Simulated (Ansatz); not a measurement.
Which YAML input does this script hand to the engine? (the Ansatz DFT code, driven from Python)

`opt_clh3o2si.py`
```python
'''Minimum-energy structure of ClH3O2Si.'''

import logging
import sys

import ansatz
import numpy as np

logging.basicConfig(stream=sys.stdout, format='%(name)s: %(message)s')
log = logging.getLogger('run')
log.setLevel(logging.INFO)

clh3o2si = (
    ansatz.Crystal.molecule()
    .atom('O', (-0.0293, 1.4652, -0.5429))
    .atom('Si', (0.1327, 0.1581, 0.363))
    .atom('O', (0.6845, -1.0586, -0.5933))
    .atom('Cl', (-1.6495, -0.4446, 0.9118))
    .atom('H', (-0.514, 1.344, -1.4212))
    .atom('H', (0.9841, 0.4118, 1.5477))
    .atom('H', (0.4528, -1.9439, -0.3108))
)

job = clh3o2si.calculation().basis(gaussian='6-31G*').functional('B3LYP', dispersion='d4')
symbols = [site.symbol for site in clh3o2si.cartesian_sites]
start = np.array([site.position_ang for site in clh3o2si.cartesian_sites], dtype=float)
def progress(event):
    if event['event'] == 'relax_step':
        row = event['data']
        log.info(f'step {row["step"]:3d}  E = {row["lagrangian_ev"]:.6f} eV  largest force component {row["allowed_force_max_ev_ang"]:.4f} eV/A')


report = job.relax(force_tolerance=0.02, max_steps=100).session().plan().execute(on_event=progress).report
end = np.array(report['positions_ang'])

for key in ('converged', 'free_energy_ev', 'reference_energy_ev', 'n_frozen', 'n_occupied', 'n_virtual'):
    log.info(f'{key:22s} {report[key]}')

log.info('final positions (A) and the move of each atom')
for symbol, xyz, old in zip(symbols, end, start):
    log.info(f'{symbol:2s} {xyz[0]:10.5f} {xyz[1]:10.5f} {xyz[2]:10.5f}   {np.linalg.norm(xyz - old):7.4f}')

charges = report['charge_distribution']
print('dipole moment', round(4.803205 * float(np.linalg.norm(charges['dipole_moment_e_ang'])), 3), 'D')
print('Mulliken:', [(s, round(q, 3)) for s, q in zip(symbols, charges['mulliken_charges_e'])])
with open('clh3o2si_opt.xyz', 'w') as handle:
    handle.write(f'{len(symbols)}\nrelaxed ClH3O2Si\n')
    handle.writelines(f'{s:2s} {x:11.6f} {y:11.6f} {z:11.6f}\n' for s, (x, y, z) in zip(symbols, end))
```

```console
$ python opt_clh3o2si.py
run: step   1  E = -24546.601645 eV  largest force component 2.6551 eV/A
run: step   2  E = -24546.893227 eV  largest force component 0.8731 eV/A
run: step   3  E = -24546.910316 eV  largest force component 0.3066 eV/A
run: step   4  E = -24546.912804 eV  largest force component 0.0731 eV/A
run: step   5  E = -24546.913521 eV  largest force component 0.0454 eV/A
run: step   6  E = -24546.914094 eV  largest force component 0.0854 eV/A
run: step   7  E = -24546.914571 eV  largest force component 0.0903 eV/A
run: step   8  E = -24546.914575 eV  largest force component 0.0776 eV/A
run: step   9  E = -24546.914845 eV  largest force component 0.0081 eV/A
run: converged              True
run: free_energy_ev         -24546.915066513626
run: reference_energy_ev    -24546.673688364626
run: n_frozen               0
run: n_occupied             [25, 25]
run: n_virtual              [49, 49]
run: final positions (A) and the move of each atom
run: O    -0.02099    1.49136   -0.56142    0.0331
run: Si    0.12119    0.13348    0.34588    0.0321
run: O     0.74648   -1.08688   -0.57039    0.0719
run: Cl   -1.72498   -0.52295    1.06239    0.1858
run: H    -0.41657    1.39262   -1.43961    0.1104
run: H     0.93828    0.50339    1.50984    0.1092
run: H     0.41789   -1.97902   -0.39238    0.0954
dipole moment 1.632 D
Mulliken: [('O', -0.66), ('Si', 0.847), ('O', -0.68), ('Cl', -0.303), ('H', 0.433), ('H', -0.067), ('H', 0.429)]
```

`input.yaml`:
```yaml
crystal:
  periodic: [false, false, false]
  atoms:
    - { symbol: O, position_ang: [-0.0293, 1.4652, -0.5429] }
    - { symbol: Si, position_ang: [0.1327, 0.1581, 0.363] }
    - { symbol: O, position_ang: [0.6845, -1.0586, -0.5933] }
    - { symbol: Cl, position_ang: [-1.6495, -0.4446, 0.9118] }
    - { symbol: H, position_ang: [-0.514, 1.344, -1.4212] }
    - { symbol: H, position_ang: [0.9841, 0.4118, 1.5477] }
    - { symbol: H, position_ang: [0.4528, -1.9439, -0.3108] }
basis:
  gaussian:
    orbitals: "6-31G*"
hamiltonian:
  xc: b3lyp
  dispersion: d4
relax:
  f_tol: 0.02
  max_steps: 100
```

Total energies depend on the basis set; only differences at equal settings carry meaning. The end point is the stationary point reached from this start; no frequency run checks that it is a minimum, and the basis set is modest. Total less reference energy is the dispersion correction. b3lyp holds the VWN-RPA fit, as in Gaussian; the form of ORCA and Turbomole is b3lyp5. Hardware and time: 30 s on 1 thread of Arm Neoverse V2 (shared host), peak memory 0.21 GiB.
